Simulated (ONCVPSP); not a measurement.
# Pseudopotential generation for zinc: ONCV, PBE

Task: generate the file, and judge it by its errors in other configurations, its logarithmic derivatives, its ghosts and its cutoff.

The numbers are computed with ONCVPSP 4.0.1.1 (patched build) (PBE, scalar-relativistic, spin-unpolarised reference atom).

### 1 The atom and the settings

Typed settings, in words:

```
element                 : zinc (Zn, Z = 30)
type                    : optimised norm-conserving Vanderbilt (ONCV)
frozen core             : [Ne]
valence charge          : 20
reference configuration : 3s2 3p6 3d9 (charge +3)
partial waves           : 3s: rc 1.15 bohr, ncon 4, nbas 7, qcut 11 1/bohr, 2 projectors, debl 1.5 Ha; 3p: rc 0.75 bohr, ncon 4, nbas 8, qcut 10.4 1/bohr, 2 projectors, debl 2.6 Ha; 3d: rc 1.05 bohr, ncon 5, nbas 10, qcut 13 1/bohr, 2 projectors, debl 2.6 Ha; f scattering state at 0.46 Ha: rc 1.20 bohr, ncon 3, nbas 8, qcut 9.2 1/bohr, 2 projectors, debl 1.6 Ha
local potential         : polynomial inside 0.75 bohr (lpopt 5, dvloc0 6 Ha)
core correction         : not asked for
```

An earlier all-electron run gives the scale for the radii.

All-electron outer shells of the reference configuration (PBE, scalar-relativistic, ld1.x):

```json
{"shell": "3s", "level (eV)": "-171.08", "outermost node (bohr)": "0.28", "outermost maximum (bohr)": "0.59"}
{"shell": "3p", "level (eV)": "-125.06", "outermost node (bohr)": "0.25", "outermost maximum (bohr)": "0.59"}
{"shell": "3d", "level (eV)": "-50.72", "outermost node (bohr)": "–", "outermost maximum (bohr)": "0.56"}
{"shell": "4s", "level (eV)": "-35.56", "outermost node (bohr)": "0.83", "outermost maximum (bohr)": "1.77"}
{"shell": "4p", "level (eV)": "-26.64", "outermost node (bohr)": "0.89", "outermost maximum (bohr)": "2.04"}
```

### 2 Generation

Contents of Zn.dat:

```
# ATOM AND REFERENCE CONFIGURATION
# atsym  z   nc   nv     iexc    psfile
  Zn 30.00    3    3        4      upf
#
#   n    l    f
    1    0    2.00
    2    0    2.00
    2    1    6.00
    3    0    2.00
    3    1    6.00
    3    2    9.00
#
# PSEUDOPOTENTIAL AND OPTIMIZATION
# lmax
    3
#
#   l,   rc,      ep,       ncon, nbas, qcut
    0    1.15    0.00    4    7   11.00
    1    0.75    0.00    4    8   10.40
    2    1.05    0.00    5   10   13.00
    3    1.20    0.46    3    8    9.20
#
# LOCAL POTENTIAL
# lloc, lpopt,  rc(5),   dvloc0
    4    5    0.75    6.00
#
# VANDERBILT-KLEINMAN-BYLANDER PROJECTORs
# l, nproj, debl
    0    2    1.50
    1    2    2.60
    2    2    2.60
    3    2    1.60
#
# MODEL CORE CHARGE
# icmod, fcfact, rcfact
    0    0.00    0.00
#
# LOG DERIVATIVE ANALYSIS
# epsh1, epsh2, depsh
   -8.00    5.00    0.04
#
# OUTPUT GRID
# rlmax, drl
    6.00    0.01
#
# TEST CONFIGURATIONS
# ncnf
    4
# nvcnf
#   n    l    f
    4
    3    0    2.00
    3    1    6.00
    3    2   10.00
    4    0    2.00
#
    4
    3    0    2.00
    3    1    6.00
    3    2   10.00
    4    0    1.00
#
    3
    3    0    2.00
    3    1    6.00
    3    2   10.00
#
    4
    3    0    2.00
    3    1    6.00
    3    2   10.00
    4    1    1.00
#
```

Launch:

```bash
$ oncvpsp.x < Zn.dat > Zn.out
```

**Question.** What will these runs give? Wanted: cutoffs for 1 and 0.1 mHa per electron, occupied waves; bound ghosts; GHOST(+) flags; largest test error; largest phase difference near zero energy, channels read; projector energies reset by the program.

The runs gave:

```
                                                quantity                                     value
  cutoffs for 1 and 0.1 mHa per electron, occupied waves                          82 Ha and 314 Ha
                                            bound ghosts                                none found
                                          GHOST(+) flags                        none at low energy
                            largest test error (AE − PS)                 +16 meV, for 3s2 3p6 3d10
largest phase difference near zero energy, channels read                                 0.000 rad
                 projector energies reset by the program  s: -6.287, 0.250 Ha; p: -4.596, 0.250 Ha
```

In words: The worst unpolarised test, 3s2 3p6 3d10, is off by 16 meV on 40.5 eV; by total energies transferability rates as good. By its cutoff, 82 Ha for the looser tolerance, it is very hard. The tighter tolerance needs 314 Ha, and converged work needs a cutoff nearer that. At the looser tolerance the 3d wave is the slowest; 3p needs 49 Ha. It is free of bound ghosts as far as tested. Near zero energy the phases of the channels with partial waves agree within 0.001 rad. These are tests on the free atom; a crystal test is still owed.
